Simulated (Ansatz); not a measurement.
# CBrClF2: one species, many methods

How much do the methods differ for CBrClF2? The plan is to run it at one geometry with functionals of several rungs and with coupled cluster. The yardstick is the atomisation energy at the CCSD(T) limit.

The runs use Ansatz 0.2.0, Gaussian basis; functionals in def2-TZVPP, the program's frozen cores in correlated methods.

Plan: LDA (SPW92), PBE-D4, revPBE-D4, BLYP-D4, r2SCAN-D4, B97M-V, PBE0-D4, B3LYP-D4, r2SCANh-D4, r2SCAN0-D4, HSE06-D4, BHLYP-D4, CAM-B3LYP-D4, LC-ωPBE, ωB97X-V, ωB97M-V, B2PLYP, PBE-QIDH; CCSD(T)/def2-SVP; CCSD(T)/def2-TZVPP; MP2/def2-QZVPP; extrapolation to the limit; RPA on PBE.

### 1 The relaxed structure

The geometry comes from an earlier relaxation with PBE0-D4 in a triple-zeta def2 set; it is a stationary point.

SMILES `FC(F)(Cl)Br`, 5 atoms, charge 0, spin multiplicity 1.

Atoms are counted from 1 here; the program's logs count them from 0.

Bond lengths: F1–C2 1.325 Å, C2–F3 1.325 Å, C2–Cl4 1.755 Å, C2–Br5 1.936 Å. Angles: F1–C2–F3 108.1°, F1–C2–Cl4 109.5°, F1–C2–Br5 109.1°, F3–C2–Cl4 109.5°, F3–C2–Br5 109.1°, Cl4–C2–Br5 111.6°.

### 2 LDA

This LDA is Slater exchange with PW92 correlation.

in.yaml

```yaml
crystal:
  periodic: [false, false, false]
  atoms:
    - {symbol: F, position_ang: [-1.109486, 0.024784, 0.813074]}
    - {symbol: C, position_ang: [-0.019788, -0.087148, 0.067127]}
    - {symbol: F, position_ang: [0.823628, -0.897482, 0.690359]}
    - {symbol: Cl, position_ang: [-0.444829, -0.770566, -1.492256]}
    - {symbol: Br, position_ang: [0.800375, 1.656812, -0.119704]}
basis:
  gaussian: {orbitals: def2-TZVPP}
hamiltonian: {xc: lda}
output: {orbitals: {seedname: orbitals}}
```

After this run come: PBE-D4 (GGA); revPBE-D4 (GGA); BLYP-D4 (GGA); r2SCAN-D4 (meta-GGA); B97M-V (meta-GGA); PBE0-D4 (hybrid); B3LYP-D4 (hybrid); r2SCANh-D4 (hybrid); r2SCAN0-D4 (hybrid); HSE06-D4 (hybrid); BHLYP-D4 (hybrid); CAM-B3LYP-D4 (range-separated); LC-ωPBE-D4 (range-separated); ωB97X-V (range-separated); ωB97M-V (range-separated); B2PLYP (double hybrid); PBE-QIDH (double hybrid); CCSD(T) in def2-SVP; CCSD(T) in def2-TZVPP; MP2 in def2-QZVPP; RPA on PBE orbitals.

**Question.** What will the summary of the whole plan be? Wanted: atomisation energy, CCSD(T)/CBS; farthest beyond LDA; mean size of error, GGA; mean size of error, meta-GGA; mean size of error, hybrid; mean size of error, range-separated; mean size of error, double hybrid; gap, smallest and largest; T1 diagnostic.

As calculated:

| quantity | value |
| --- | --- |
| atomisation energy, CCSD(T)/CBS | 16.427 eV |
| functionals within 0.164 eV (1.0 %) | BLYP-D4, B97M-V, r2SCANh-D4, CAM-B3LYP-D4, LC-ωPBE, ωB97X-V, ωB97M-V, PBE-QIDH |
| farthest beyond LDA | BHLYP-D4 (-1.491 eV) |
| mean size of error, GGA | 0.550 eV |
| mean size of error, meta-GGA | 0.174 eV |
| mean size of error, hybrid | 0.469 eV |
| mean size of error, range-separated | 0.062 eV |
| mean size of error, double hybrid | 0.236 eV |
| gap, smallest and largest | 5.06 eV (BLYP-D4), 12.77 eV (LC-ωPBE) |
| T1 diagnostic | 0.0102 |
| triples share of the correlation energy | 3.6 % |

The LDA atomisation energy is off by 4.532 eV (28 %): it overbinds. PBE-D4 is off by +1.196 eV. Double hybrids carry the basis error of their MP2 part in triple zeta, and no dispersion term here, so their miss is partly the set-up's. Taken by rung, range-separated functionals do best (0.062 eV on average) and GGA ones worst beyond LDA (0.550 eV). RPA and LDA stand outside this count. Misses under about 0.164 eV are within the doubt on the reference itself, which lacks core-valence correlation, relativity and higher excitations, and its outer-core shells are covered unevenly. All levels share the lack of spin-orbit coupling, which lowers the free heavy atoms and so the true binding. Hartree-Fock recovers 60 % of the binding; the rest is correlation. CCSD(T) in def2-SVP is off by -1.318 eV, which most functionals beat. The gap grows from 5.1 to 12.8 eV across the functionals, mostly with the share of exact exchange. Correlated methods include outer-core shells of Br, which these sets cover unevenly.
